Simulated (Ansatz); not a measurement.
This script drives the Python package of Ansatz (0.2.0).

`transition_sccd.py`
```python
# -*- coding: utf-8 -*-
"""Enthalpies of two structures of ScCd under pressure."""

import csv
import logging
import sys
import warnings

import ansatz as az
import numpy as np

logging.basicConfig(stream=sys.stdout, format="%(levelname)s %(message)s")
log = logging.getLogger("sccd")
log.setLevel(logging.INFO)


def rocksalt(first, second, a):
    return (
        az.Lattice.fcc(a)
        .space_group(225)
        .atom(first, [0, 0, 0])
        .atom(second, [0.5, 0.5, 0.5])
        .primitive()
    )


def zincblende(a_site, b_site, a):
    return (
        az.Lattice.fcc(a)
        .space_group(216)
        .atom(a_site, [0, 0, 0])
        .atom(b_site, [0.25, 0.25, 0.25])
        .primitive()
    )


def solve(name, crystal, pressure=0.0):
    calc = (
        crystal.calculation()
        .basis(630, xc_grid=1)
        .functional("mr2scan")
        .kpoints(spacing=0.26)
        .occupations("fermi_dirac", width=0.05)
    )
    calc = calc.relax(force_tolerance=0.01, max_steps=40, cell=True, pressure=pressure)
    return calc.run(threads=1, backend="cpu")


def volume_per_atom(outcome):
    return abs(np.linalg.det(outcome.lattice.cell_ang)) / len(outcome.lattice.sites)


def main():
    warnings.simplefilter("ignore")

    phases = {}
    phases["rocksalt"] = rocksalt("Sc", "Cd", 5.73)
    phases["zincblende"] = zincblende("Sc", "Cd", 6.13)

    # enthalpy per atom at each pressure
    pressures = [0, 10, 20, 30]
    enthalpy, volume = {name: [] for name in phases}, {name: [] for name in phases}
    for p in pressures:
        for name, crystal in phases.items():
            o = solve(name, crystal, pressure=p)
            volume[name].append(volume_per_atom(o))
            enthalpy[name].append(o.report["energy_sigma0_ev"] / len(o.lattice.sites) + p * volume[name][-1] / 160.21766)
    gap = np.array(enthalpy["zincblende"]) - np.array(enthalpy["rocksalt"])
    rows = [(p, va, vb, 1000 * d) for p, va, vb, d in zip(pressures, volume["rocksalt"], volume["zincblende"], gap)]
    with open("transition.csv", "w", newline="") as handle:
        writer = csv.writer(handle)
        writer.writerow(["P (GPa)", "V rocksalt (A^3/atom)", "V zincblende (A^3/atom)", "H(zincblende) - H(rocksalt) (meV/atom)"])
        writer.writerows([round(v, 4) if isinstance(v, float) else v for v in row] for row in rows)
    print(open("transition.csv").read())
    crossings = [p0 - g0 * (p1 - p0) / (g1 - g0) for p0, p1, g0, g1 in zip(pressures, pressures[1:], gap, gap[1:]) if g0 * g1 < 0]
    print("crossing near", [round(float(p), 1) for p in crossings], "GPa") if crossings else print("no crossing in this range")


if __name__ == "__main__":
    main()
```

It is started by `python transition_sccd.py`. Estimate its wall time and peak memory on 1 thread of Arm Neoverse V1, on a shared host.

It took about 4.1 min, with a peak of 0.47 GiB, for 8 runs of the engine.

```console
$ python transition_sccd.py
P (GPa),V rocksalt (A^3/atom),V zincblende (A^3/atom),H(zincblende) - H(rocksalt) (meV/atom)
0,24.7814,33.5867,760.8511
10,21.6672,27.2204,1184.6519
20,19.8363,24.2325,1490.2953
30,18.5444,22.3068,1742.9532

no crossing in this range
```

What to keep in mind:
- The settings weren't tested for convergence.
- At a fixed pressure a relaxation lowers the enthalpy F + PV, while F alone can rise.
- For the metals among these phases the mesh is modest: differences between phases can be off by up to 40 meV an atom.
- xc_grid=1 is under the default for a meta-GGA and makes forces and stresses depend on the grid.
- Only these two structures are compared, at zero temperature and with their symmetry kept; either may be hypothetical, and another phase may be lower than both. Differences under about 40 meV an atom lie within the error of mesh and functional.
- The cells are prototypes set up for this calculation and needn't exist.
